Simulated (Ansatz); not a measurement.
# CH8AlISi2: the cost of one run

All numbers below are computed with Ansatz 0.2.0 (RKS B3LYP-D4/def2-SVP).

## (1) The starting structure

Bond lengths: Al1–C2 1.955 Å, C2–Si3 1.844 Å, Si3–Si4 2.224 Å, Si3–I5 2.475 Å, Al1–H6 1.576 Å, Al1–H7 1.637 Å, C2–H8 1.082 Å, C2–H9 1.068 Å, Si3–H10 1.520 Å, Si4–H11 1.391 Å, Si4–H12 1.493 Å, Si4–H13 1.493 Å. Angles (14 of 21 angles, heavy atoms first): Al1–C2–Si3 109.0°, C2–Si3–Si4 111.7°, C2–Si3–I5 111.6°, Si4–Si3–I5 108.0°, Al1–C2–H8 108.2°, Al1–C2–H9 110.4°, Si3–C2–H8 108.2°, Si3–C2–H9 110.2°, C2–Al1–H6 121.6°, C2–Al1–H7 116.9°, C2–Si3–H10 109.4°, Si4–Si3–H10 106.5°, I5–Si3–H10 109.6°, Si3–Si4–H11 113.6°.

Coordinates:

```xyz
13

Al   -0.8860    2.4249    0.5816
C    -0.9609    0.5101    0.1940
Si    0.7262   -0.0755   -0.2636
Si    0.8193   -2.2935   -0.3955
I     1.4529    0.8498   -2.4414
H     0.2018    3.0295    1.5492
H    -2.3164    3.2073    0.7280
H    -1.2656   -0.0054    1.0957
H    -1.6464    0.3182   -0.6027
H     1.7127    0.3334    0.8179
H     2.0828   -2.7793   -0.7163
H    -0.1867   -2.7091   -1.4175
H     0.2867   -2.8451    0.8854
```

## (2) End point A

input.yaml reads:

```yaml
crystal:
  periodic: [false, false, false]
  atoms:
    - { symbol: Al, position_ang: [-0.886, 2.4249, 0.5816] }
    - { symbol: C, position_ang: [-0.9609, 0.5101, 0.194] }
    - { symbol: Si, position_ang: [0.7262, -0.0755, -0.2636] }
    - { symbol: Si, position_ang: [0.8193, -2.2935, -0.3955] }
    - { symbol: I, position_ang: [1.4529, 0.8498, -2.4414] }
    - { symbol: H, position_ang: [0.2018, 3.0295, 1.5492] }
    - { symbol: H, position_ang: [-2.3164, 3.2073, 0.728] }
    - { symbol: H, position_ang: [-1.2656, -0.0054, 1.0957] }
    - { symbol: H, position_ang: [-1.6464, 0.3182, -0.6027] }
    - { symbol: H, position_ang: [1.7127, 0.3334, 0.8179] }
    - { symbol: H, position_ang: [2.0828, -2.7793, -0.7163] }
    - { symbol: H, position_ang: [-0.1867, -2.7091, -1.4175] }
    - { symbol: H, position_ang: [0.2867, -2.8451, 0.8854] }
basis:
  gaussian: { orbitals: def2-SVP }
hamiltonian:
  xc: b3lyp
  dispersion: d4
relax:
  f_tol: 0.015
  max_steps: 40
```

On the command line:

```
ansatz run input.yaml --threads 2 --pin off --max-ram 3072MiB --backend cpu --events-out ev --progress --plain --runs-dir out
```

Q: Estimate wall time and peak memory on 2 threads of Arm Neoverse V1, shared host.

About 3.7 min, with a peak of 0.39 GiB.
